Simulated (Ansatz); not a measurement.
# BH₄NOSi: up Jacob's ladder to CCSD(T)

An exercise on one series of results from a longer session: the logs are not shown, and one member is left open.

Program: Ansatz 0.2.0, Gaussian basis. Level of theory: functionals in def2-TZVPP, the program's frozen cores in correlated methods. These are calculated values, not measurements.

Levels to be run: LDA (SPW92), PBE-D4, revPBE-D4, BLYP-D4, r2SCAN-D4, B97M-V, PBE0-D4, B3LYP-D4, r2SCANh-D4, r2SCAN0-D4, HSE06-D4, BHLYP-D4, CAM-B3LYP-D4, LC-ωPBE, ωB97X-V, ωB97M-V, B2PLYP, PBE-QIDH; CCSD(T)/def2-SVP; CCSD(T)/def2-TZVPP; MP2/def2-QZVPP; extrapolation to the limit; RPA on PBE.

### The geometry

The geometry comes from an earlier relaxation with PBE0-D4 in a triple-zeta def2 set; it is a stationary point, not always the lowest conformer.

8 atoms, charge 0, spin multiplicity 1.

Atoms are counted from 1 here; the program's logs count them from 0.

Bond lengths: N1–Si2 1.693 Å, N1–H5 1.006 Å, N1–H6 1.005 Å, Si2–B3 1.889 Å, Si2–O4 1.750 Å, Si2–H7 1.478 Å, B3–O4 1.347 Å, B3–H8 1.192 Å. Angles: Si2–N1–H5 122.7°, Si2–N1–H6 123.1°, H5–N1–H6 112.8°, N1–Si2–B3 126.9°, N1–Si2–O4 118.9°, N1–Si2–H7 107.1°, B3–Si2–O4 43.2°, B3–Si2–H7 125.8°, O4–Si2–H7 108.9°, Si2–B3–O4 62.9°, Si2–B3–H8 166.9°, O4–B3–H8 130.1°, Si2–O4–B3 73.9°.

Set-up of the first run:

File in.yaml:

```yaml
crystal:
  periodic: [false, false, false]
  atoms:
    - {symbol: N, position_ang: [-0.994905, 1.113000, 0.227217]}
    - {symbol: Si, position_ang: [0.459573, 0.251172, 0.136415]}
    - {symbol: B, position_ang: [0.785688, -1.320883, -0.859131]}
    - {symbol: O, position_ang: [0.439798, -1.473508, 0.434157]}
    - {symbol: H, position_ang: [-1.260651, 1.645899, 1.038180]}
    - {symbol: H, position_ang: [-1.755249, 0.977169, -0.416225]}
    - {symbol: H, position_ang: [1.402431, 0.889136, 1.078515]}
    - {symbol: H, position_ang: [1.015617, -2.139186, -1.694928]}
basis:
  gaussian: {orbitals: def2-TZVPP}
hamiltonian: {xc: lda}
output: {orbitals: {seedname: orbitals}}
```

Launch:

```console
$ ansatz run in.yaml --threads 2 --pin off --events-out ev --progress --plain --max-ram 4352MiB
```

Steps of the session up to this table: LDA; PBE-D4 (GGA); revPBE-D4 (GGA); BLYP-D4 (GGA); r2SCAN-D4 (meta-GGA); B97M-V (meta-GGA); B3LYP-D4 (hybrid); r2SCANh-D4 (hybrid); r2SCAN0-D4 (hybrid); HSE06-D4 (hybrid); BHLYP-D4 (hybrid); CAM-B3LYP-D4 (range-separated); LC-ωPBE (range-separated); ωB97X-V (range-separated); ωB97M-V (range-separated); B2PLYP (double hybrid); PBE-QIDH (double hybrid).

One of the session's tables, all rows but one given; the rest of the session is left out.

It belongs to the step «Frontier levels by functional». 

| functional | HOMO (eV) | gap (eV) |
| --- | --- | --- |
| LDA (SPW92) | -5.61 | 3.52 |
| PBE-D4 | -5.48 | 3.63 |
| revPBE-D4 | -5.42 | 3.67 |
| BLYP-D4 | ? | ? |
| r2SCAN-D4 | -5.68 | 4.12 |
| B97M-V | -5.75 | 4.13 |
| PBE0-D4 | -6.67 | 5.81 |
| B3LYP-D4 | -6.48 | 5.41 |
| r2SCANh-D4 | -6.13 | 4.92 |
| r2SCAN0-D4 | -6.80 | 6.11 |
| HSE06-D4 | -6.27 | 5.03 |
| BHLYP-D4 | -7.79 | 7.93 |
| CAM-B3LYP-D4 | -8.02 | 8.27 |
| LC-ωPBE | -9.32 | 10.77 |
| ωB97X-V | -8.99 | 10.32 |
| ωB97M-V | -8.83 | 9.91 |

**Question.** Estimate the row for BLYP-D4.

Worked estimate for «HOMO (eV)». Against the share of exact exchange, B3LYP-D4 (0.2, -6.48), BHLYP-D4 (0.5, -7.79) give a slope of -4.37 per unit share; at 0 the line stands at -5.61.

The run gave: HOMO (eV): -5.36; gap (eV): 3.67. In «HOMO (eV)» the line misses by -0.25.
